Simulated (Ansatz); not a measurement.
# MnSi: the cost of one run

Program: Ansatz 0.2.0. Level of theory: DFT PBE, scalar-relativistic, plane waves, PAW. These are calculated values, not measurements.

The COD entry's cell or inner coordinates are ideal or old and differ from later refinements, so a difference from it is no clean test against experiment.

**1. The structure to begin with**

It takes space group P2_13 (No. 198, cubic). The conventional cell has a = 4.548 Å, b = 4.548 Å, c = 4.548 Å, α = 90.00°, β = 90.00°, γ = 90.00°. Mn (site symmetry 3) has 7 Si at 2.30 to 2.53 Å as nearest neighbours. Si (site symmetry 3) is surrounded by 7 Mn at 2.30 to 2.53 Å.

Coordinates:

```
Mn Si
1.0
     4.54800    0.00000    0.00000
     0.00000    4.54800    0.00000
     0.00000    0.00000    4.54800
Mn Si
4 4
Direct
  0.13800 0.13800 0.13800
  0.36200 0.86200 0.63800
  0.63800 0.36200 0.86200
  0.86200 0.63800 0.36200
  0.84600 0.84600 0.84600
  0.65400 0.15400 0.34600
  0.34600 0.65400 0.15400
  0.15400 0.34600 0.65400
```

The structure comes from the Crystallography Open Database.

**2. The base run**

Contents of input.yaml:

```yaml
crystal:
  lattice:
    - [4.548, 0.0, 0.0]
    - [0.0, 4.548, 0.0]
    - [0.0, 0.0, 4.548]
  atoms:
    - { symbol: Mn, position: [0.138, 0.138, 0.138], spin: 4.0 }
    - { symbol: Mn, position: [0.362, 0.862, 0.638], spin: 4.0 }
    - { symbol: Mn, position: [0.638, 0.362, 0.862], spin: 4.0 }
    - { symbol: Mn, position: [0.862, 0.638, 0.362], spin: 4.0 }
    - { symbol: Si, position: [0.846, 0.846, 0.846] }
    - { symbol: Si, position: [0.654, 0.154, 0.346] }
    - { symbol: Si, position: [0.346, 0.654, 0.154] }
    - { symbol: Si, position: [0.154, 0.346, 0.654] }
magnetization:
  spin_polarized: true
basis:
  ecutwfc: 420
  fft_grid_basis: typed
kpoints:
  mp_grid: { grid: [8, 8, 8] }
hamiltonian:
  xc: pbe
  pseudopotentials: { kind: paw }
scf:
  occupations: { method: gaussian, width: 0.05 }
output:
  forces: true
  stress: true
  eigenvalues: true
  bader: true
  write_density: true
  volumetric_format: npy
  populations: true
  elf: true
```

The run is started by

```sh
$ ansatz run input.yaml --threads 2 --pin off --max-ram 4096MiB --backend cpu --events-out ev --progress --plain --runs-dir out
```

**Question.** How long does this run take on 2 threads of Arm Neoverse N1, shared host, and how much memory does it need?

About 2.8 min, with a peak of 0.59 GiB.
